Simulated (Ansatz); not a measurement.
# SiBr2 (SMILES Br[Si]Br) at HF/STO-3G

Aim: the energy change on altering one bond length of SiBr2 at HF/STO-3G, from 2 runs. 

The results are computed with Ansatz 0.2.0.

26 further runs of the same task are left out: 1 that didn't finish, 25 set aside as unsound or not needed. Runs told in other sessions of the task aren't counted.

### 1 Starting point

SiBr2 has 3 atoms, charge 0, and is taken as a singlet. As SMILES, `Br[Si]Br`. The coordinates come from a PBE0-D4/def2-TZVP relaxation.

Bond lengths: Br1–Si2 2.249 Å, Si2–Br3 2.249 Å. Angles: Br1–Si2–Br3 101.9°.

### 2 The energy at HF/STO-3G

molecule.yaml reads:

```yaml
crystal:
  periodic: [false, false, false]
  atoms:
    - {symbol: Br, position_ang: [0.975100, 1.342100, 0.670900]}
    - {symbol: Si, position_ang: [-0.770000, 0.385700, -0.376400]}
    - {symbol: Br, position_ang: [-0.216000, -1.792600, -0.307800]}
basis:
  gaussian: {orbitals: STO-3G}
magnetization: {spin_polarized: false}
hamiltonian: {xc: hf}
accuracy: high
output: {orbitals: {seedname: orbitals}}
```

Command:

```sh
$ ansatz run molecule.yaml --threads 1 --pin off --max-ram 2610MiB --events-out events.jsonl --progress --plain --runs-dir runs
```

The program printed:

```text
Warning: RAYON_NUM_THREADS=1 ignored (pool sized by the plan → 1); use --threads N
Functional definition: HF
  name "HF"
  exchange = exact_x
  correlation = 0
630 factors; integrals over basis functions are off by at most 1.7e-8 eV
mean field evaluation 1: about -146258.8724 eV, gradient 1.8e1 eV
mean field evaluation 2: about -146258.9340 eV, gradient 1.8e1 eV
mean field evaluation 4: about -146261.0863 eV, gradient 7.5e-1 eV
mean field evaluation 8: about -146261.0924 eV, gradient 7.3e-6 eV
mean field -146261.09242366 eV, -5374.9960072403 hartree, gradient 2.8e-8 eV, S^2 0.000000; 0 other end points of the search recorded, 0 dependent functions left out
reference -146261.09242366 eV, -5374.9960072403 hartree; 42, 42 occupied and 3, 3 virtual orbitals, 630 factors
Total energy: -146261.09242366 eV, -5374.9960072403 hartree
```

It took 0.42 s on 1 thread of Arm Neoverse V2, shared host.

### 3 The distorted shape at the same level

job.yaml reads:

```yaml
crystal:
  periodic: [false, false, false]
  atoms:
    - {symbol: Br, position_ang: [0.310305, 3.956040, 0.588581]}
    - {symbol: Si, position_ang: [-1.434795, 2.999640, -0.458719]}
    - {symbol: Br, position_ang: [-0.216000, -1.792600, -0.307800]}
basis:
  gaussian: {orbitals: STO-3G}
hamiltonian: {xc: hf}
accuracy: high
output: {orbitals: {seedname: orbitals}}
```

Command:

```sh
$ ansatz run job.yaml --threads 1 --pin off --max-ram 2610MiB --events-out events.jsonl --progress --plain --runs-dir runs
```

The program printed:

```text
Warning: RAYON_NUM_THREADS=1 ignored (pool sized by the plan → 1); use --threads N
Functional definition: HF
  name "HF"
  exchange = exact_x
  correlation = 0
564 factors; integrals over basis functions are off by at most 7.0e-9 eV
mean field evaluation 1: about -146251.1735 eV, gradient 1.7e1 eV
mean field evaluation 2: about -146251.2113 eV, gradient 1.7e1 eV
mean field evaluation 4: about -146252.7138 eV, gradient 1.1e1 eV
mean field evaluation 8: about -146162.2791 eV, gradient 3.3e1 eV
mean field evaluation 16: about -146254.3254 eV, gradient 9.5e-5 eV
mean field evaluation 32: about -146254.3030 eV, gradient 9.5e-1 eV
mean field evaluation 64: about -146254.2847 eV, gradient 3.8e-1 eV
mean field -146254.32541813 eV, -5374.7473243741 hartree, gradient 2.4e-8 eV, S^2 0.000000; 1 other end points of the search recorded, 0 dependent functions left out
reference -146254.32541813 eV, -5374.7473243741 hartree; 42, 42 occupied and 3, 3 virtual orbitals, 564 factors
Total energy: -146254.32541813 eV, -5374.7473243741 hartree
```

Wall time 0.82 s (1 thread of Arm Neoverse V2, shared host).

### 4 What came out

At HF/STO-3G:

```
                                                           quantity           value
                                          first shape: total energy  -5374.99601 Eh
                                           first shape: HOMO energy        -6.99 eV
                                           first shape: LUMO energy         4.14 eV
                                         first shape: HOMO–LUMO gap        11.13 eV
                                      distorted shape: total energy  -5374.74732 Eh
                                       distorted shape: HOMO energy        -2.52 eV
                                       distorted shape: LUMO energy         0.58 eV
                                     distorted shape: HOMO–LUMO gap         3.10 eV
energy change with the Si2–Br3 bond stretched from 2.249 to 4.947 Å        6.767 eV
```

One bond (distorted shape) is far stretched, which a spin-restricted single reference describes badly; a broken-symmetry solution may lie lower. With the Si2–Br3 bond stretched from 2.249 to 4.947 Å the energy rises by 6.77 eV (653 kJ/mol). The first shape isn't relaxed at this level, so the change isn't measured from a minimum. A restricted reference can't describe the breaking bond well at this length. The minimal basis adds a large error of its own.
